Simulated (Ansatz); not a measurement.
# ScB2: the cost of one run

Method: DFT PBEsol, scalar-relativistic, in Ansatz 0.2.0.

### 1 The starting structure

It takes space group P6/mmm (No. 191, hexagonal). The conventional cell has a = 3.150 Å, b = 3.150 Å, c = 3.520 Å, α = 90.00°, β = 90.00°, γ = 120.00°. Sc (site symmetry 6/mmm) has 12 B at 2.53 Å in its first shell of neighbours. B (site symmetry -6m2) has 3 B at 1.82 Å and 6 Sc at 2.53 Å in its first shell of neighbours.

Coordinates:

```cif
data_structure
_symmetry_space_group_name_H-M 'P6/mmm'
_symmetry_Int_Tables_number 191
_cell_length_a 3.1500
_cell_length_b 3.1500
_cell_length_c 3.5200
_cell_angle_alpha 90.000
_cell_angle_beta 90.000
_cell_angle_gamma 120.000
_cell_volume 30.25
loop_
_atom_site_label
_atom_site_type_symbol
_atom_site_symmetry_multiplicity
_atom_site_Wyckoff_symbol
_atom_site_fract_x
_atom_site_fract_y
_atom_site_fract_z
_atom_site_occupancy
Sc1 Sc 1 a 0.00000 0.00000 0.00000 1
B1 B 2 d 0.33333 0.66667 0.50000 1
```

The file gives the conventional cell by its symmetry; the runs use the cell typed in the input.

Atoms are numbered in the order of the input: Sc1, B2, B3.

### 2 The deformed structure

Space group P6/mmm before, P-1 after.

### 3 LAPW, all electrons

Contents of input.yaml:

```yaml
crystal:
  lattice:
    - [3.1499999905, -0.0314999999, -0.0314999999]
    - [-1.6022797954, 2.7437300136, -0.0115298002]
    - [-0.0352, -0.0352, 3.52]
  atoms:
    - { symbol: Sc, position: [0.0, 0.0, 0.0] }
    - { symbol: B, position: [0.3333333333, 0.6666666667, 0.5] }
    - { symbol: B, position: [0.6666666667, 0.3333333333, 0.5] }
kpoints:
  mp_grid: { grid: [12, 12, 9] }
  band_path:
    path:
      - [0.0, 0.0, 0.0]
      - [0.0, 0.0, 0.5]
      - [-0.5, 0.5, 0.0]
      - [0.0, 0.0, 0.0]
      - [0.0, -0.5, 0.0]
      - [-0.5, 0.0, 0.5]
      - [0.0, 0.0, 0.0]
      - [-0.5, 0.0, 0.0]
      - [0.0, -0.5, 0.5]
    npoints: 5
scf:
  occupations: { method: fermi_dirac, width: 0.03 }
hamiltonian:
  xc: pbesol
  pseudopotentials: { kind: all_electron, lapw: { basis_error: 0.001 } }
output:
  forces: true
  stress: true
  eigenvalues: true
```

Launch:

```bash
$ ansatz run input.yaml --threads 1 --pin off --max-ram 4096MiB --backend cpu --events-out ev --progress --plain --runs-dir out
```

**Question.** How long does this run take on 1 thread of AMD EPYC 9R45 (Zen 5), shared host, and how much memory does it need?

About 29 s, with a peak of 1.2 GiB.
